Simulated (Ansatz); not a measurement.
Runs of Ansatz 0.2.0 on PtSe. Symmetry: F-43m, No. 216, cubic system. Conventional cell: a = 6.075 Å, b = 6.075 Å, c = 6.075 Å, α = 90.00°, β = 90.00°, γ = 90.00°. Around Pt (site symmetry -43m) lie 4 Se at 2.63 Å. Se (site symmetry -43m) has 4 Pt at 2.63 Å as nearest neighbours. The cell comes from a database or a generator and needn't be the stable form of this composition.

| task | level | U | cell | k mesh | cutoff (eV) | hubbard projectors | double counting | mesh quality | gap on the mesh (eV) | pressure (GPa) |
| --- | --- | --- | --- | --- | --- | --- | --- | --- | --- | --- |
| single point | r2SCANh | - | as given | 4 × 4 × 4 | 500 | - | - | coarse | none | - |
| single point | B3LYP | - | as given | 4 × 4 × 4 | 420 | - | - | coarse | none | - |
| projected density of states | r2SCAN+U | Pt d U = 5 eV | as given | 8 × 8 × 8 | 500 | ortho-atomic (the default) | fll (the default) | not flagged | none | -13.0 |
| projected density of states | r2SCAN+U | Pt d U = 4 eV | as given | 8 × 8 × 8 | 500 | ortho-atomic (the default) | fll (the default) | not flagged | none | (a) |
| relaxation of cell and atoms | PBE0 | - | relaxed | 4 × 4 × 4 | 420 | - | - | coarse | none | - |

Alike in all rows: potentials or basis Ansatz PAW; no spin polarisation; smearing fermi-dirac 0.05 eV.

**Question.** Estimate the missing entries.

**Answer.** (a) -13.2.

Caveats: some runs use coarse meshes; the PAW data sets come from PBE, with cores solved anew for the run's functional, which leaves a small shift of forces and pressure; U without spin polarisation on a metal has little footing (some runs); the density of states is complete only up to the lowest level of the last band computed (some runs); the potentials were made for another functional, which shifts forces and pressure (some runs); the plane-wave basis is chosen anew once the cell has moved, so the energies of steps on either side of that aren't comparable (some runs).

A k mesh can miss the band edges, and the runs leave out spin-orbit coupling on Pt, Se.

A gap of «none» marks a metal or a gap under the smearing width.

Not every run made on this cell is shown here.
